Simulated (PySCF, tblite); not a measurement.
**C₅H₁₀N₂OSi: geometry, infrared bands and NMR shifts**

Aim: predict the infrared bands and NMR shifts of C₅H₁₀N₂OSi (`CN[SiH2]/C=C(/C#N)OC`).

The runs use tblite 0.8.0 and PySCF 2.14.0, with density-fitted response routines of our own; the level of theory stands in each step. All values are computed, except where a source is named. Atoms are numbered from 0 throughout.

### 1 The starting structure

19 atoms, charge 0, multiplicity 1; geometry from: force field or distance geometry start.

Bonds of the start (Å): C0–N1 1.44, N1–Si2 1.76, Si2–C3 1.85, C3–C4 1.34, C4–C5 1.45, C5–N6 1.15, C4–O7 1.40, O7–C8 1.42, C0–H9 1.11, C0–H10 1.12, C0–H11 1.11, N1–H12 1.01, Si2–H13 1.46, Si2–H14 1.51, C3–H15 1.08, C8–H16 1.13, C8–H17 1.11, C8–H18 1.11.

### 2 Geometry optimisation with GFN2-xTB

What the job is given:

```
{"job": {"kind": "relax", "xc": "GFN2-xTB", "basis": "xTB"}, "charge": 0, "multiplicity": 1}
C      3.600700    -0.337900    -0.360000
N      2.466400     0.019100    -1.176600
Si     1.018800     0.495100    -0.292100
C     -0.272000    -0.821300    -0.424000
C     -1.501500    -0.492300     0.005800
C     -2.588400    -1.449400    -0.051800
N     -3.452300    -2.209600    -0.073200
O     -1.710200     0.803500     0.479100
C     -3.063900     1.161200     0.689100
H      4.437900     0.346600    -0.593100
H      3.954700    -1.384200    -0.517900
H      3.421500    -0.259500     0.737200
H      2.323100    -0.512300    -2.020600
H      1.249800     0.891000     1.097800
H      0.502600     1.704900    -1.023600
H     -0.054000    -1.818000    -0.782400
H     -3.101800     2.225200     1.073200
H     -3.693000     1.113700    -0.224300
H     -3.548100     0.533600     1.465100
```

The run is started by

```
> OMP_NUM_THREADS=1 python probes_run.py task.json out
```

One launch serves the whole session: the jobs run in the order shown.

**Question.** This job is followed by: GFN2-xTB harmonic vibrations, gas phase; GIAO PBE0/pcSseg-1 NMR shielding, non-relativistic, gas phase. What will the session give for the following? strongest single infrared mode (GFN2-xTB); zero-point energy (GFN2-xTB); 13C shifts against TMS (PBE0/pcSseg-1); 1H shifts against TMS (PBE0/pcSseg-1, means over atoms taken as alike); 15N shifts against NH3 (PBE0/pcSseg-1); 29Si shifts against TMS (PBE0/pcSseg-1); 17O shifts against H2O (PBE0/pcSseg-1).

**Answer**, as computed:

| quantity | value |
| --- | --- |
| strongest single infrared mode (GFN2-xTB) | 2159 cm⁻¹, 369 km/mol |
| zero-point energy (GFN2-xTB) | 88.5 kcal/mol |
| 13C shifts against TMS (PBE0/pcSseg-1) | 148.7, 128.5, 118.4, 58.6, 32.6 ppm |
| 1H shifts against TMS (PBE0/pcSseg-1, means over atoms taken as alike) | 5.97, 5.12, 3.98, 2.82, -0.43 ppm |
| 15N shifts against NH3 (PBE0/pcSseg-1) | 323.8, 11.5 ppm |
| 29Si shifts against TMS (PBE0/pcSseg-1) | -44.8 ppm |
| 17O shifts against H2O (PBE0/pcSseg-1) | 107.9 ppm |

Over 130 steps the energy fell by 0.492 eV; of the close pairs, N1–Si2 changed most, 1.762 to 1.717 Å. All 51 modes are real, so the xTB geometry is a minimum. The strongest single mode, at 2159 cm⁻¹, moves mainly H14. GFN2-xTB is a fitted tight-binding method: band positions and strengths are rough. Its intensities can rank the bands wrongly. The most deshielded carbon is C4 (alkene carbon bearing oxygen), at 148.7 ppm: an sp2 carbon further deshielded by the attached heteroatom. The most deshielded hydrogen is H15 (hydrogen on a β carbon of an enol-ether or enamine type C=C), at 5.97 ppm: olefinic region. At PBE0/pcSseg-1: The widest tensor belongs to N6: span 438 ppm, with a paramagnetic part of -397 ppm.
